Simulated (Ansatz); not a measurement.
# MgC: the cost of one run

Method: DFT PBE, scalar-relativistic, plane waves, PAW, in Ansatz 0.2.0.

The COD cell was measured well above room temperature, so it is larger than a cold one.

3 further runs of the same task are left out: 3 set aside as unsound or not needed.

**1. The structure to begin with**

It takes space group Cmcm (No. 63, orthorhombic). The conventional cell has a = 3.421 Å, b = 9.467 Å, c = 3.444 Å, α = 90.00°, β = 90.00°, γ = 90.00°. Mg (site symmetry m2m) is surrounded by 5 C at 2.17 to 2.44 Å. C (site symmetry m2m) is surrounded by 5 Mg at 2.17 to 2.44 Å.

Coordinates:

```xyz
4
Lattice="1.7103 -4.7333 0.0000 1.7103 4.7333 0.0000 0.0000 0.0000 3.4444" Properties=species:S:1:pos:R:3 pbc="T T T"
Mg    1.7103   -3.5973    0.8611
Mg    1.7103    3.5973    2.5833
C     1.7103   -1.4295    0.8611
C     1.7103    1.4295    2.5833
```

This is candidate A: SnS type (Cmcm, No. 63).

(A quick probe on a coarse mesh, which set the mesh and smearing, is not shown.)

**3. Coarse relaxation (candidate A)**

Contents of input.yaml:

```yaml
crystal:
  lattice:
    - [1.7102582245, -4.733308683, 0.0]
    - [1.7102582245, 4.733308683, 0.0]
    - [0.0, 0.0, 3.4444303779]
  atoms:
    - { symbol: Mg, position: [0.88, 0.12, 0.25] }
    - { symbol: Mg, position: [0.12, 0.88, 0.75] }
    - { symbol: C, position: [0.651, 0.349, 0.25] }
    - { symbol: C, position: [0.349, 0.651, 0.75] }
basis:
  ecutwfc: 420
kpoints:
  mp_grid: { grid: [6, 6, 6] }
hamiltonian:
  xc: pbe
scf:
  occupations: { method: gaussian, width: 0.1 }
  lower_state_search: "off"
output:
  forces: true
  stress: true
  eigenvalues: true
relax:
  adjacent_minimum: "off"
  f_tol: 0.04
  max_steps: 70
  cell: { stress_tol: 0.4 }
```

Started as:

```
$ ansatz run input.yaml --threads 1 --pin off --max-ram 2560MiB --backend cpu --events-out ev --progress --plain --runs-dir out
```

**Question.** How long does this run take on 1 thread of Arm Neoverse V2, shared host, and how much memory does it need?

About 30 s, with a peak of 0.35 GiB.
